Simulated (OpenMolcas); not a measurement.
**Os³⁺ among point charges: CASSCF and CASPT2 levels and susceptibility**

How does a field of 4 point charges split the states of Os³⁺, and what χT follows?

Method: state-averaged CASSCF and CASPT2, spin-orbit coupling by RASSI with atomic mean-field integrals. Code: OpenMolcas 26.06.

## Step 1: What is computed

```
Species                           : Os³⁺ (osmium, Z = 76, 73 electrons)
Basis                             : ANO-RCC-VTZP [8s7p5d3f2g1h], 104 functions
Scalar Hamiltonian                : DKH2, point nucleus
Inactive shells                   : 1s 2s 2p 3s 3p 3d 4s 4p 4d 4f 5s 5p
Active space                      : 5 electrons in 5 orbitals (5d)
Some configurations of this space : 5d5
Orbitals                          : optimised for each spin and parity, averaged over all roots
```

Outer shells as boxes (Hund's rule):

5d5
```
5d [↑ ][↑ ][↑ ][↑ ][↑ ]
```

The ion sits among 4 point charges of -2.5 e arranged as a tetrahedron (Td), 2.22 Å from the ion.

The work runs as a chain of OpenMolcas steps in one folder; each step below is one input file. Labels, J, g values, rates, χT and fits are worked out afterwards by a script from the matrices that RASSI stores.

## Step 2: One- and two-electron integrals

File a.inp:

```
&GATEWAY
Coord
1

Os 0.0 0.0 0.0
Basis=ANO-RCC-VTZP
Group=NoSym
NoMove
AngMom=0.0 0.0 0.0
AMFI
XField
4 Angstrom 0
1.281718 1.281718 1.281718 -2.500000
1.281718 -1.281718 -1.281718 -2.500000
-1.281718 1.281718 -1.281718 -2.500000
-1.281718 -1.281718 1.281718 -2.500000
&SEWARD
```

## Step 3: Reference wave functions, sextets, 1 root

File a.inp:

```
&RASSCF
FileOrb=start.orb
Symmetry=1
Spin=6
nActEl=5 0 0
Inactive=34
Ras2=5
CIRoot=1 1 1
SDav=1
CIMx=300
Iter=120 100
PrWF=0.3
OrbListing=Nothing
MaxOrb=0
>>> COPY $Project.JobIph JOB001
```

start.orb holds the contracted functions of the basis, ordered by shell, or the orbitals of the step before.

## Step 4: Reference wave functions, quartets, 24 roots

File a.inp:

```
&RASSCF
FileOrb=start.orb
Symmetry=1
Spin=4
nActEl=5 0 0
Inactive=34
Ras2=5
CIRoot=24 24 1
SDav=24
CIMx=300
Iter=120 100
PrWF=0.3
OrbListing=Nothing
MaxOrb=0
>>> COPY $Project.JobIph JOB002
```

## Step 5: Reference wave functions, doublets, 75 roots

File a.inp:

```
&RASSCF
FileOrb=start.orb
Symmetry=1
Spin=2
nActEl=5 0 0
Inactive=34
Ras2=5
CIRoot=75 75 1
SDav=75
CIMx=300
Iter=120 100
PrWF=0.3
OrbListing=Nothing
MaxOrb=0
>>> COPY $Project.JobIph JOB003
```

## Step 6: State interaction with spin-orbit coupling

File a.inp:

```
&RASSI
NrOfJobIphs=3 1 24 75
1
1 2 3 4 5 6 7 8 9 10 11 12 13 14 15 16 17 18 19 20 21 22 23 24
1 2 3 4 5 6 7 8 9 10 11 12 13 14 15 16 17 18 19 20 21 22 23 24 25 26 27
28 29 30 31 32 33 34 35 36 37 38 39 40 41 42 43 44 45 46 47 48 49 50 51
52 53 54 55 56 57 58 59 60 61 62 63 64 65 66 67 68 69 70 71 72 73 74 75
IphNames
JOB001
JOB002
JOB003
EJob
SpinOrbit
DIPRint=1.0
SOCoupling=1000.0
Subsets=2
Property=9
'ANGMOM' 1 'ANGMOM' 2 'ANGMOM' 3 'MLTPL  1' 1 'MLTPL  1' 2 'MLTPL  1' 3
'AMFI' 1 'AMFI' 2 'AMFI' 3
SOProperty=3
'ANGMOM' 1 'ANGMOM' 2 'ANGMOM' 3
```

## Step 7: CASPT2: IPEA 0.25, imaginary shift 0.1 (closed shells correlated: 4f 5s 5p)

File a.inp:

```
>>> COPY JOB001 $Project.JobIph
&CASPT2
Multistate=1 1
Frozen=23
IPEA=0.25
Imaginary=0.1
MaxIter=60
WThr=0.0 0.3 0.05
PrWF=0.5
NoMix
>>> COPY JOB002 $Project.JobIph
&CASPT2
Multistate=24 1 2 3 4 5 6 7 8 9 10 11 12 13 14 15 16 17 18 19 20 21 22
23 24
NoMult
Frozen=23
IPEA=0.25
Imaginary=0.1
MaxIter=60
WThr=0.0 0.3 0.05
PrWF=0.5
NoMix
>>> COPY JOB003 $Project.JobIph
&CASPT2
Multistate=75 1 2 3 4 5 6 7 8 9 10 11 12 13 14 15 16 17 18 19 20 21 22
23 24 25 26 27 28 29 30 31 32 33 34 35 36 37 38 39 40 41 42 43 44 45 46
47 48 49 50 51 52 53 54 55 56 57 58 59 60 61 62 63 64 65 66 67 68 69 70
71 72 73 74 75
NoMult
Frozen=23
IPEA=0.25
Imaginary=0.1
MaxIter=60
WThr=0.0 0.3 0.05
PrWF=0.5
NoMix
```

(Steps that only read results are left out.)

Q: Predict the outcome of this session. Wanted: spin-free ground state; lowest level; next level.

As calculated:

| quantity | value |
| --- | --- |
| method | SS-CASPT2, IPEA 0.25, imaginary shift 0.1 (closed shells correlated: 4f 5s 5p) |
| spin-free ground state | 6A1, 1-fold in its orbital part |
| lowest level | 4-fold Γ8 |
| next level | 4.9 cm⁻¹ |
| χT at 300 K | 4.17 cm³ K/mol |
| effective moment at 300 K | 5.77 μB |

Cost by method:

```csv
method,time of its own steps,time with the reference
A. CASSCF,35 s,35 s
"B. SS-CASPT2, IPEA 0.25, imaginary shift 0.1, +4f 5s 5p",1.9 min,2.4 min
```

Times are of one thread on a shared host.

The spin-free ground state (6A1) comes to 100 % from free-ion S terms and keeps the highest spin of the shell. χT at 300 K is 4.17, against 4.39 cm³ K/mol for the spin alone, as a half-filled shell (L = 0) has no orbital moment. An active space of the d shell alone favours high spin; real ions in strong fields can be low spin. A ligand-field fit to the states below 45000 cm-1 gives 10Dq = -2630 cm-1, B = 617 cm-1 and C = 3162 cm-1 (C/B = 5.12), with a deviation of 443 cm-1. CASPT2 does not keep the components of a term degenerate, and the means are used. The field of point charges can differ much from that of real complexes. Point charges carry no covalency, so the field is a model and not that of real ligands.
